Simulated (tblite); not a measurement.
# C6H11NOSi: the cost of one run

Programs: tblite 0.8.0 and PySCF 2.14.0, with density-fitted response routines of our own. Each step states its level of theory. These are calculated values for one molecule in the gas phase, unless marked as measured. Atoms are numbered from 0 throughout.

**1. The molecule as given**

20 atoms, charge 0, multiplicity 1; geometry from: force field or distance geometry start.

Bonds of the start (Å): C0–Si1 1.85, Si1–C2 1.87, C2–C3 1.40, C3–C4 1.38, C4–C5 1.37, C5–C6 1.50, C6–N7 1.40, C5–O8 1.31, O8–C2 1.29, C0–H9 1.14, C0–H10 1.11, C0–H11 1.10, Si1–H12 1.46, Si1–H13 1.48, C3–H14 1.08, C4–H15 1.08, C6–H16 1.12, C6–H17 1.13, N7–H18 1.03, N7–H19 1.01.

**2. Geometry optimisation with GFN2-xTB**

What the job is given:

```
{"job": {"kind": "relax", "xc": "GFN2-xTB", "basis": "xTB"}, "charge": 0, "multiplicity": 1}
C     -3.489500     0.684500    -0.805900
Si    -2.398400    -0.787300    -0.559100
C     -0.688300    -0.235300    -0.044200
C     -0.386300     1.061600     0.392300
C      0.963900     1.003900     0.659000
C      1.385900    -0.259800     0.351900
C      2.809500    -0.714500     0.491400
N      3.614500    -0.534500    -0.643100
O      0.368300    -0.982000    -0.062800
H     -4.528500     0.428300    -0.422900
H     -3.118300     1.522600    -0.182100
H     -3.539700     1.020300    -1.857100
H     -2.205600    -1.526200    -1.807700
H     -2.945000    -1.694600     0.480200
H     -1.056700     1.897900     0.523000
H      1.543400     1.832700     1.026600
H      3.210700    -0.162200     1.377900
H      2.782200    -1.798700     0.822400
H      3.232900    -0.786600    -1.564400
H      4.439900     0.040500    -0.588000
```

The run is started by

```console
$ OMP_NUM_THREADS=1 python probes_run.py task.json out
```

The driver reads the jobs from task.json and runs them one after another.

Q: Estimate the wall time and peak memory of this first job on 1 thread of Intel Xeon at 2.50GHz, shared host.

About 3.1 s, with a peak of 0.18 GiB.
